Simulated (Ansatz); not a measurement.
## InSb3 in Ansatz: the effect of exact exchange

The system is InSb3.

```
CELL_PARAMETERS angstrom
4.80637 0.00000 0.00000
0.00000 4.80637 0.00000
0.00000 0.00000 4.80637
ATOMIC_POSITIONS crystal
Sb 0.50000 0.50000 0.00000
Sb 0.00000 0.50000 0.50000
Sb 0.50000 0.00000 0.50000
In 0.00000 0.00000 0.00000
```

The cell comes from a database or a generator and needn't be the stable form of this composition.

Alike in all runs:

- Program: Ansatz 0.2.0
- Task: single point
- Functional: HSE06 form with a typed share of exact exchange
- Potentials or basis: Ansatz PAW
- Cutoff: 420 eV (not typed: the program's choice for these potentials)
- k mesh: 3 × 3 × 3
- Occupations: fermi-dirac, width 0.05 eV
- Spin: no spin polarisation

| exact exchange | pressure (GPa) |
| --- | --- |
| 0.25 | -2.4 |
| 0.3 | -2.7 |
| 0.4 | -3.4 |
| 0.5 | ? |

Question: What does the run with exact exchange 0.5 give?

Answer: Pressure -4.1 GPa.

Worked out: A straight line through the other rows of the pressure, of slope -6.71 GPa per unit of exact exchange, extrapolates to -4.1 GPa, against the run's -4.1.

Caveats: all runs use coarse meshes; the PAW data sets come from PBE, with cores solved anew for the run's functional, which leaves a small shift of forces and pressure; the thresholds are loose for stress.
